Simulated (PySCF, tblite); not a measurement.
# C₇H₇OS radical: geometry, infrared bands and EPR parameters

Aim: predict the infrared bands and EPR parameters of C₇H₇OS radical (`COc1cccc([S])c1`).

Programs: tblite 0.8.0 and PySCF 2.14.0, with density-fitted response routines of our own. Each step states its level of theory. These are calculated values for one molecule in the gas phase, unless marked as measured. Atoms count from 0, in the outputs and in this text.

**1. The molecule as given**

16 atoms, charge 0, multiplicity 2; geometry from: force field or distance geometry start.

Bonds of the start (Å): C0–O1 1.43, O1–C2 1.35, C2–C3 1.40, C3–C4 1.39, C4–C5 1.40, C5–C6 1.40, C6–S7 1.80, C6–C8 1.40, C8–C2 1.40, C0–H9 1.09, C0–H10 1.08, C0–H11 1.10, C3–H12 1.09, C4–H13 1.08, C5–H14 1.08, C8–H15 1.08.

**2. Geometry optimisation with GFN2-xTB**

The job: settings as JSON, then the geometry in Å.

```
{"job": {"kind": "relax", "xc": "GFN2-xTB", "basis": "xTB"}, "charge": 0, "multiplicity": 2}
C      2.632600     0.337300     0.765400
O      1.692800    -0.734200     0.747300
C      0.418300    -0.420100     0.416700
C     -0.483400    -1.486300     0.403000
C     -1.826600    -1.303600     0.087000
C     -2.290100    -0.028500    -0.256000
C     -1.399200     1.049600    -0.256100
S     -1.985600     2.698600    -0.678000
C     -0.051500     0.855500     0.080200
H      2.726800     0.779200    -0.226400
H      3.596800    -0.064100     1.053500
H      2.342300     1.092700     1.510300
H     -0.132900    -2.484700     0.680200
H     -2.510500    -2.139900     0.076300
H     -3.332300     0.133200    -0.510000
H      0.594800     1.724200     0.079200
```

Run with:

```sh
> OMP_NUM_THREADS=1 python probes_run.py task.json out
```

The driver reads the jobs from task.json and runs them one after another.

Standard output:

```text
step      E/eV     max force
  0    -702.56981    1.584
  1    -702.62812    1.118
  2    -702.66021    0.463
  3    -702.66975    0.395
  4    -702.67537    0.184
  5    -702.67738    0.160
  6    -702.67935    0.110
  7    -702.68034    0.090
  8    -702.68091    0.054
  9    -702.68117    0.053
 10    -702.68138    0.051
 11    -702.68155    0.032
 12    -702.68166    0.023
 13    -702.68172    0.018
 14    -702.68178    0.018
 15    -702.68184    0.020
 16    -702.68191    0.021
 17    -702.68199    0.023
 18    -702.68208    0.029
 19    -702.68217    0.026
 20    -702.68223    0.017
 21    -702.68227    0.013
 22    -702.68229    0.013
 23    -702.68231    0.010
 24    -702.68233    0.009
```

Run time: 0.19 s. Hardware: 1 thread of Arm Neoverse V1, shared host.

Along the way:

```
step  energy from step 0 (eV)  largest force (eV/Å)
   0                   0.0000                1.5839
   1                  -0.0583                1.1178
   2                  -0.0904                0.4630
   3                  -0.0999                0.3945
   4                  -0.1056                0.1838
   5                  -0.1076                0.1600
   6                  -0.1095                0.1103
   7                  -0.1105                0.0896
   8                  -0.1111                0.0542
   9                  -0.1114                0.0531
  10                  -0.1116                0.0506
  11                  -0.1117                0.0323
  12                  -0.1119                0.0234
  13                  -0.1119                0.0185
  14                  -0.1120                0.0177
  15                  -0.1120                0.0199
  16                  -0.1121                0.0212
  17                  -0.1122                0.0234
  18                  -0.1123                0.0294
  19                  -0.1124                0.0262
  20                  -0.1124                0.0168
  21                  -0.1125                0.0135
  22                  -0.1125                0.0135
  23                  -0.1125                0.0105
  24                  -0.1125                0.0091
```

Close pairs (by a distance rule), those that changed most:

```
  bond  before (Å)  after (Å)  change (Å)
 C6–S7       1.800      1.721      -0.080
 C4–C5       1.399      1.380      -0.019
 C0–O1       1.425      1.409      -0.017
C3–H12       1.094      1.078      -0.016
 C2–C8       1.400      1.385      -0.016
 C3–C4       1.392      1.382      -0.009
 C2–C3       1.396      1.403      +0.006
C5–H14       1.085      1.079      -0.006
```

The final coordinates are the input of the step that follows.

**3. Vibrational analysis with GFN2-xTB**

The job: settings as JSON, then the geometry in Å.

```
{"job": {"kind": "ir", "xc": "GFN2-xTB", "basis": "xTB"}, "charge": 0, "multiplicity": 2}
C      2.630682     0.338692     0.768889
O      1.678422    -0.699329     0.746959
C      0.399470    -0.401300     0.410094
C     -0.495251    -1.481751     0.407159
C     -1.824281    -1.289536     0.078828
C     -2.291641    -0.033530    -0.251946
C     -1.405825     1.050523    -0.251974
S     -1.970459     2.623727    -0.660713
C     -0.059348     0.862648     0.080099
H      2.744178     0.798640    -0.217705
H      3.569938    -0.129398     1.059058
H      2.367289     1.108319     1.501049
H     -0.116676    -2.457372     0.665556
H     -2.501480    -2.130018     0.081072
H     -3.325937     0.127931    -0.511571
H      0.593321     1.720697     0.067659
```

Standard output:

```text
mode    cm-1     km/mol
  1     100.6      5.08
  2     149.2      1.29
  3     170.4      3.45
  4     203.1      1.79
  5     256.3      1.70
  6     309.0      0.77
  7     396.8      0.07
  8     403.7      2.14
  9     432.9      1.27
 10     531.6     10.13
 11     537.1      0.52
 12     635.9      0.04
 13     672.1      2.12
 14     773.7     52.62
 15     838.6      1.72
 16     874.2      0.08
 17     885.8     31.72
 18     917.3      0.06
 19     974.5      0.65
 20    1061.3     42.73
 21    1091.1      1.18
 22    1111.3      0.44
 23    1120.2      1.95
 24    1155.6      6.74
 25    1174.1      5.20
 26    1231.1    237.26
 27    1257.8     27.15
 28    1330.7     12.82
 29    1394.0      0.05
 30    1402.4      1.89
 31    1442.6    131.20
 32    1469.0      7.59
 33    1480.7      5.46
 34    1531.9     38.30
 35    1558.8    125.45
 36    2938.7     34.10
 37    2951.1     22.58
 38    3029.3     12.38
 39    3090.0     16.28
 40    3107.0     13.45
 41    3112.5      8.85
 42    3116.2     10.72
```

Wall time 0.67 s (1 thread of Arm Neoverse V1, shared host).

Which atoms move in the most intense modes:

```
cm⁻¹  km/mol                                   atoms
 774    52.6  H14 23 %, H12 20 %, H13 14 %, H15 11 %
 886    31.7      C6 27 %, C8 14 %, O1 14 %, C5 10 %
1061    42.7                        O1 37 %, C0 34 %
1231   237.3              C2 29 %, O1 20 %, H15 19 %
1443   131.2                        C4 25 %, C2 20 %
1532    38.3      C3 27 %, C5 25 %, C2 19 %, C6 11 %
1559   125.5      C4 25 %, C8 24 %, C2 22 %, C3 13 %
2939    34.1                       H9 46 %, H11 45 %
```

**4. EPR parameters: B3LYP/pcH-1**

Settings changed since step 3:

```diff
@@ -1,2 +1,2 @@
-{"job": {"kind": "ir", "xc": "GFN2-xTB", "basis": "xTB"}, "charge": 0, "multiplicity": 2}
+{"job": {"kind": "epr", "basis": "pcH-1"}, "charge": 0, "multiplicity": 2}
 C      2.630682     0.338692     0.768889
```

With the program's defaults for keys left out, this is: UKS B3LYP, pcH-1 on C H O S, non-relativistic, mean-field spin-orbit, GIAO.

Standard output:

```text
UKS, coarse grid
  cycle   1  E = -744.28738977  |g| = 4.16e-01
  cycle   2  E = -744.23740702  |g| = 5.77e-01
  cycle   3  E = -744.35575098  |g| = 1.04e-01
  cycle   4  E = -744.35977604  |g| = 4.17e-02
  cycle   5  E = -744.36057087  |g| = 1.45e-02
  cycle   6  E = -744.36068899  |g| = 7.64e-03
  cycle   7  E = -744.36073011  |g| = 3.73e-03
  cycle   8  E = -744.36074184  |g| = 1.48e-03
  cycle   9  E = -744.36074546  |g| = 4.77e-04
UKS, final grid
  cycle   1  E = -744.36066311  |g| = 6.90e-04
  cycle   2  E = -744.36066270  |g| = 1.20e-03
  cycle   3  E = -744.36066345  |g| = 1.40e-04
  cycle   4  E = -744.36066347  |g| = 1.13e-04
  cycle   5  E = -744.36066350  |g| = 4.94e-05
  cycle   6  E = -744.36066350  |g| = 1.22e-05
E = -744.36066350 Eh   <S^2> = 0.7668 (exact 0.7500)
g shifts (ppm)      1          2          3
  rmc          -203       -203       -203
  gc             -6         45         41
  oz_so         100      10405     150718
  total        -108      10247     150556
hyperfine (MHz)  atom isotope    a_iso     a_fc   dipolar eigenvalues
    0   13C      -0.10      -0.10     -0.26      0.01      0.25
    1   17O       1.46       1.46     -1.80     -1.34      3.14
    2   13C     -14.68     -14.68     -9.52      4.57      4.95
    3   13C      18.91      18.91    -17.94    -16.60     34.55
    4   13C     -16.49     -16.49    -11.49      5.06      6.43
    5   13C      15.51      15.51    -15.43    -15.09     30.52
    6   13C     -22.84     -22.84     -6.44      2.47      3.97
    7   33S      14.94      14.94    -68.46    -67.97    136.43
    8   13C       9.29       9.29     -9.35     -8.99     18.34
    9    1H       0.29       0.29     -0.67     -0.60      1.28
   10    1H       0.07       0.07     -0.33     -0.28      0.61
   11    1H       0.29       0.29     -0.67     -0.60      1.28
   12    1H     -14.37     -14.37     -8.77     -0.45      9.23
   13    1H       4.53       4.53     -1.96     -0.46      2.41
   14    1H     -12.99     -12.99     -4.47     -2.18      6.66
   15    1H      -8.12      -8.12     -2.20     -1.93      4.13
```

Run time: 1.7 min. Hardware: 1 thread of Arm Neoverse V1, shared host; peak memory 1 GiB.

Principal g values 2.00221, 2.01257, 2.15288; g(iso) = 2.05588, against 2.00232 for a free electron. They are not to be trusted: the run shows a large g shift, which the driver flags as unsure.

Mean a(iso) over the nuclei that a row names, and the largest dipolar term of the row (other rows stand at the frozen geometry):

```
      nuclei  isotope  a(iso) (MHz)  a(iso) (G, at g = 2.0023)  largest dipolar term (MHz)
          C6      13C         -22.8                       -8.1                        -6.4
          C3      13C          18.9                        6.7                        34.5
          C4      13C         -16.5                       -5.9                       -11.5
          C5      13C          15.5                        5.5                        30.5
          S7      33S          14.9                        5.3                       136.4
          C2      13C         -14.7                       -5.2                        -9.5
         H12       1H         -14.4                       -5.1                         9.2
         H14       1H         -13.0                       -4.6                         6.7
          C8      13C           9.3                        3.3                        18.3
         H15       1H          -8.1                       -2.9                         4.1
         H13       1H           4.5                        1.6                         2.4
          O1      17O           1.5                        0.5                         3.1
H9, H10, H11       1H           0.2                        0.1                         1.3
          C0      13C          -0.1                        0.0                        -0.3
```

Mulliken spin populations:

C0 0.00; O1 0.00; C2 -0.07; C3 0.23; C4 -0.10; C5 0.20; C6 -0.09; S7 0.75; C8 0.12; H9 0.00; H10 0.00; H11 0.00; H12 -0.01; H13 0.00; H14 -0.01; H15 -0.01

The fields below are evaluated on a grid from the run's orbitals.

ELF in a plane through or near 14 of the atoms.

Ten even steps from ' ' (0.00) to '@' (1.00):
```
                                                        
                                                        
                                                        
                          ..--::                        
                        ::@@@@@@**      ..              
                    ..  ..@@@@@@%%  ..%%@@@@==          
          ..    ..++**::  **@@@@**::**@@@@@@%%..        
        %%@@##  ..##@@**..==++--++##++@@@@@@==          
      ==@@@@@@##--##--##++**@@++##--::++--..            
      ==@@@@@@##::####**::::++::  **@@##==--::..        
        --==++==--++....##@@##--..++::..@@@@@@@@        
            ::**##++  --++....%%**%%%%++@@@@@@@@..      
              ::--..  @@@@%%++%%--::==..::====::        
                    ::@@@@##..::**%%**==::              
                      **==    ++##::::@@@@##--          
                          ..##@@%%==::@@@@%%++..        
                          ==%%@@@@%%%%%%##**::          
                          ..++**##**====--..            
                              ......                    
                                                        
```
The map spans 12.4 Å across and 11.1 Å up, centred on the molecule. Atoms in the plane (x, y in Å): C0 (-2.7, 0.0), O1 (-1.6, 0.9), C2 (-0.4, 0.5), C3 (0.6, 1.4), C4 (2.0, 1.1), C5 (2.3, -0.3), C6 (1.3, -1.3), S7 (1.7, -2.9), C8 (0.0, -0.9), H10 (-3.6, 0.6), H12 (0.4, 2.5), H13 (2.7, 1.8), H14 (3.4, -0.6), H15 (-0.8, -1.7).

On the surface of density 0.002 e/bohr³ the electrostatic potential runs, from the 1st to the 99th percentile, from -1.05 V near S7 to 1.10 V near H10.

The spin density lies nearest to S7 54 %; C3, C5 about 11 % each; C8 6 %.

**5. Results**

```
                                 quantity                                            value
strongest single infrared mode (GFN2-xTB)                            1231 cm⁻¹, 237 km/mol
             zero-point energy (GFN2-xTB)                                    74.7 kcal/mol
                           g(iso) (B3LYP)                                          2.05588
                                     ⟨S²⟩                               0.767 (exact 0.75)
       largest a(iso) (averaged by class)                             13C on C6, -22.8 MHz
    surface potential, 1st and 99th percentile                               -1.05 V and 1.10 V
            property runs in this session  1, of which 0 failed and 1 gave unsound results
```

What this shows: Relaxing lowered the energy by 0.113 eV in 24 steps; the close pair that moved most is C6–S7, from 1.800 to 1.721 Å. No mode is imaginary among the 42: a minimum at this level. The strongest single mode, at 1231 cm⁻¹, has its largest shares on C2, O1 and H15 (the list is cut at 3 atoms). Unscaled tight-binding wavenumbers are off by several per cent, some by more. Its intensities can rank the bands wrongly. The largest share of the spin, 0.75 e, sits on S7. The isotropic g lies 53.6 ppt above the free-electron value. These values are not to be trusted: the run shows a large g shift, which the driver flags as unsure.
